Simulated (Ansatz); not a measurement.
**C₂H₆S₂Si: up Jacob's ladder to CCSD(T)**

Aim: compute C₂H₆S₂Si with functionals from several rungs and with coupled cluster. The yardstick is the atomisation energy at the CCSD(T) limit.

Method: functionals in def2-TZVPP, the program's frozen cores in correlated methods; program: Ansatz 0.2.0, Gaussian basis.

Plan: PBE-D4, r2SCAN-D4, PBE0-D4, B3LYP-D4, ωB97X-V, ωB97M-V, B2PLYP; CCSD(T)/def2-TZVPP; MP2/def2-QZVPP; extrapolation to the limit.

**1. The geometry**

All runs share one geometry, relaxed beforehand with PBE0-D4 in a triple-zeta def2 set.

SMILES `CC1(S)[SiH2]S1`, 11 atoms, charge 0, spin multiplicity 1.

Atoms are counted from 1 here; the program's logs count them from 0.

Bond lengths: C1–C2 1.510 Å, C1–H6 1.092 Å, C1–H7 1.094 Å, C1–H8 1.092 Å, C2–S3 1.785 Å, C2–Si4 1.855 Å, C2–S5 1.887 Å, S3–H9 1.347 Å, Si4–S5 2.082 Å, Si4–H10 1.478 Å, Si4–H11 1.480 Å. Angles: C2–C1–H6 111.2°, C2–C1–H7 110.6°, C2–C1–H8 110.0°, H6–C1–H7 107.9°, H6–C1–H8 109.1°, H7–C1–H8 108.0°, C1–C2–S3 115.0°, C1–C2–Si4 121.3°, C1–C2–S5 113.4°, S3–C2–Si4 115.0°, S3–C2–S5 116.0°, Si4–C2–S5 67.6°, C2–S3–H9 97.6°, C2–Si4–S5 56.9°, C2–Si4–H10 119.4°, C2–Si4–H11 117.7°, S5–Si4–H10 119.3°, S5–Si4–H11 118.7° and more.

**2. PBE-D4 (GGA)**

in.yaml reads:

```yaml
crystal:
  periodic: [false, false, false]
  atoms:
    - {symbol: C, position_ang: [-0.880831, -0.933432, 0.435318]}
    - {symbol: C, position_ang: [0.116425, 0.179996, 0.220908]}
    - {symbol: S, position_ang: [1.298028, 0.399673, 1.540113]}
    - {symbol: Si, position_ang: [0.747010, 0.595570, -1.473656]}
    - {symbol: S, position_ang: [-0.658287, 1.756350, -0.467785]}
    - {symbol: H, position_ang: [-1.520706, -1.064397, -0.439733]}
    - {symbol: H, position_ang: [-1.524376, -0.713490, 1.292525]}
    - {symbol: H, position_ang: [-0.356721, -1.869953, 0.637828]}
    - {symbol: H, position_ang: [0.423571, 0.736882, 2.507975]}
    - {symbol: H, position_ang: [2.126304, 1.103468, -1.630315]}
    - {symbol: H, position_ang: [0.294983, -0.247567, -2.602579]}
basis:
  gaussian: {orbitals: def2-TZVPP}
hamiltonian: {xc: pbe, dispersion: d4}
output: {forces: true, orbitals: {seedname: orbitals}}
```

Run with:

```
> ansatz run in.yaml --threads 4 --pin off --events-out ev --progress --plain --max-ram 10444MiB
```

The runs that follow: r2SCAN-D4 (meta-GGA); PBE0-D4 (hybrid); B3LYP-D4 (hybrid); ωB97X-V (range-separated); ωB97M-V (range-separated); B2PLYP (double hybrid); CCSD(T) in def2-TZVPP; MP2 in def2-QZVPP.

**Question.** What will the summary of the whole plan be? Wanted: atomisation energy, CCSD(T)/CBS; farthest; mean size of error, hybrid; mean size of error, range-separated; gap, smallest and largest; T1 diagnostic; triples share of the correlation energy.

The runs gave:

```
                               quantity                                 value
        atomisation energy, CCSD(T)/CBS                         3815.5 kJ/mol
 functionals within 19.1 kJ/mol (0.5 %)                              B3LYP-D4
                               farthest                 PBE-D4 (+77.9 kJ/mol)
             mean size of error, hybrid                           20.1 kJ/mol
    mean size of error, range-separated                           22.3 kJ/mol
              gap, smallest and largest  4.14 eV (PBE-D4), 10.48 eV (ωB97X-V)
                          T1 diagnostic                                0.0123
triples share of the correlation energy                                 4.7 %
```

PBE-D4 misses by +77.9 kJ/mol. Double hybrids carry the basis error of their MP2 part in triple zeta, and no dispersion term here, so their miss is partly the set-up's. Misses under about 19.1 kJ/mol are within the doubt on the reference itself, which lacks core-valence correlation, relativity and higher excitations. Hartree-Fock recovers 71 % of the binding; the rest is correlation. Orbital gaps span 4.1 to 10.5 eV; exact exchange widens them.
